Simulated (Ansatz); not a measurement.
# AlSiNH6O (SMILES O[SiH2][NH][AlH2]): B3LYP/6-31G(d) (Cartesian functions)

What is the energy change on altering one bond length of AlSiNH6O at B3LYP/6-31G* (Cartesian functions)? 

The results are computed with Ansatz 0.2.0.

130 further runs of the same task are left out: 130 set aside as unsound or not needed. Runs told in other sessions of the task aren't counted.

## (1) The structure to begin with

AlSiNH6O: 10 atoms, total charge 0, spin state singlet. As SMILES, `O[SiH2][NH][AlH2]`. The shape is that of a PBE0-D4/def2-TZVP optimisation. This is one conformer, not always the lowest.

Bond lengths: O1–Si2 1.650 Å, Si2–N3 1.711 Å, N3–Al4 1.785 Å, O1–H5 0.958 Å, Si2–H6 1.486 Å, Si2–H7 1.491 Å, N3–H8 1.013 Å, Al4–H9 1.580 Å, Al4–H10 1.583 Å. Some angles: O1–Si2–N3 109.6°, Si2–N3–Al4 128.8°, O1–Si2–H6 111.3°, O1–Si2–H7 107.7°, N3–Si2–H6 106.5°, N3–Si2–H7 112.1°, Si2–O1–H5 117.1°, Si2–N3–H8 114.7°, Al4–N3–H8 116.5°, N3–Al4–H9 118.3°.

## (2) The energy at B3LYP/6-31G(d) (Cartesian functions)

Input file input.yaml:

```yaml
crystal:
  periodic: [false, false, false]
  atoms:
    - {symbol: O, position_ang: [-1.817400, -0.693800, -1.056500]}
    - {symbol: Si, position_ang: [-0.576600, 0.373900, -0.851600]}
    - {symbol: N, position_ang: [0.693300, -0.382300, 0.009600]}
    - {symbol: Al, position_ang: [1.233300, -0.094800, 1.686300]}
    - {symbol: H, position_ang: [-2.399800, -0.547900, -1.803100]}
    - {symbol: H, position_ang: [-1.000200, 1.543800, -0.039500]}
    - {symbol: H, position_ang: [-0.142800, 0.831300, -2.203200]}
    - {symbol: H, position_ang: [1.159400, -1.127800, -0.493000]}
    - {symbol: H, position_ang: [0.508400, 1.030600, 2.525200]}
    - {symbol: H, position_ang: [2.425400, -0.984200, 2.228700]}
basis:
  gaussian: {orbitals: "6-31G*"}
hamiltonian: {xc: {name: B3LYP}}
accuracy: high
output: {orbitals: {seedname: orbitals}}
```

Run with:

```bash
$ ansatz run input.yaml --threads 1 --pin off --max-ram 3480MiB --events-out events.jsonl --progress --plain --runs-dir runs
```

Standard output:

```text
Warning: RAYON_NUM_THREADS=1 ignored (pool sized by the plan → 1); use --threads N
Functional definition: B3LYP
  name "B3LYP"
  parameter a0 = 0.2
  parameter ax = 0.72
  parameter ac = 0.81
  exchange = (1 - a0 - ax)*slater_x + ax*b88_x + a0*exact_x
  correlation = (1 - ac)*vwn_rpa_c + ac*lyp_c
1796 factors; integrals over basis functions are off by at most 3.7e-9 eV
mean field evaluation 1: about -18100.5555 eV, gradient 7.7e1 eV
mean field evaluation 2: about -18067.9925 eV, gradient 1.3e2 eV
mean field evaluation 4: about -18111.3654 eV, gradient 1.0e1 eV
mean field evaluation 8: about -18111.7114 eV, gradient 6.0e-1 eV
mean field evaluation 16: about -18111.7125 eV, gradient 2.5e-5 eV
mean field -18111.71249596 eV, -665.5931576670 hartree, gradient 3.0e-8 eV, S^2 0.000000; 0 other end points of the search recorded, 0 dependent functions left out
reference -18111.71254238 eV, -665.5931593726 hartree; 24, 24 occupied and 56, 56 virtual orbitals, 1796 factors
Total energy: -18111.71254238 eV, -665.5931593726 hartree
```

Wall time 7.2 s (1 thread of Arm Neoverse V2, shared host); peak memory 0.27 GiB.

## (3) The distorted shape

Input file job.yaml:

```yaml
crystal:
  periodic: [false, false, false]
  atoms:
    - {symbol: O, position_ang: [-1.957252, -0.470114, -0.905696]}
    - {symbol: Si, position_ang: [-0.716452, 0.597586, -0.700796]}
    - {symbol: "N", position_ang: [0.553448, -0.158614, 0.160404]}
    - {symbol: Al, position_ang: [1.093448, 0.128886, 1.837104]}
    - {symbol: H, position_ang: [-2.539652, -0.324214, -1.652296]}
    - {symbol: H, position_ang: [-1.140052, 1.767486, 0.111304]}
    - {symbol: H, position_ang: [-0.282652, 1.054986, -2.052396]}
    - {symbol: H, position_ang: [1.159400, -1.127800, -0.493000]}
    - {symbol: H, position_ang: [0.368548, 1.254286, 2.676004]}
    - {symbol: H, position_ang: [2.285548, -0.760514, 2.379504]}
basis:
  gaussian:
    orbitals: "6-31G*"
hamiltonian:
  xc: {name: B3LYP}
accuracy: high
output: {orbitals: {seedname: orbitals}}
```

Run with:

```bash
$ ansatz run job.yaml --threads 1 --pin off --max-ram 3480MiB --events-out events.jsonl --progress --plain --runs-dir runs
```

Standard output:

```text
Warning: RAYON_NUM_THREADS=1 ignored (pool sized by the plan → 1); use --threads N
Functional definition: B3LYP
  name "B3LYP"
  parameter a0 = 0.2
  parameter ax = 0.72
  parameter ac = 0.81
  exchange = (1 - a0 - ax)*slater_x + ax*b88_x + a0*exact_x
  correlation = (1 - ac)*vwn_rpa_c + ac*lyp_c
1802 factors; integrals over basis functions are off by at most 3.7e-9 eV
mean field evaluation 1: about -18099.1615 eV, gradient 7.7e1 eV
mean field evaluation 2: about -18061.3460 eV, gradient 1.4e2 eV
mean field evaluation 4: about -18110.1853 eV, gradient 1.3e1 eV
mean field evaluation 8: about -18110.6356 eV, gradient 5.9e-1 eV
mean field evaluation 16: about -18110.6367 eV, gradient 2.7e-5 eV
mean field -18110.63667324 eV, -665.5536219112 hartree, gradient 3.5e-8 eV, S^2 0.000000; 0 other end points of the search recorded, 0 dependent functions left out
reference -18110.63671985 eV, -665.5536236241 hartree; 24, 24 occupied and 56, 56 virtual orbitals, 1802 factors
Total energy: -18110.63671985 eV, -665.5536236241 hartree
```

Wall time 7.2 s (1 thread of Arm Neoverse V2, shared host); peak memory 0.27 GiB.

## (4) Summary of results

Level: B3LYP/6-31G* (Cartesian functions).

| quantity | value |
| --- | --- |
| first shape: total energy | -665.59316 Eh |
| first shape: HOMO energy | -7.53 eV |
| first shape: LUMO energy | -0.96 eV |
| first shape: HOMO–LUMO gap | 6.57 eV |
| distorted shape: total energy | -665.55362 Eh |
| distorted shape: HOMO energy | -7.46 eV |
| distorted shape: LUMO energy | -0.93 eV |
| distorted shape: HOMO–LUMO gap | 6.53 eV |
| energy change with the N3–H8 bond stretched from 1.013 to 1.317 Å | 1.076 eV |

**Reading.** With the N3–H8 bond stretched from 1.013 to 1.317 Å the energy rises by 1.08 eV (104 kJ/mol). The first shape isn't relaxed at this level, so the change isn't measured from a minimum.
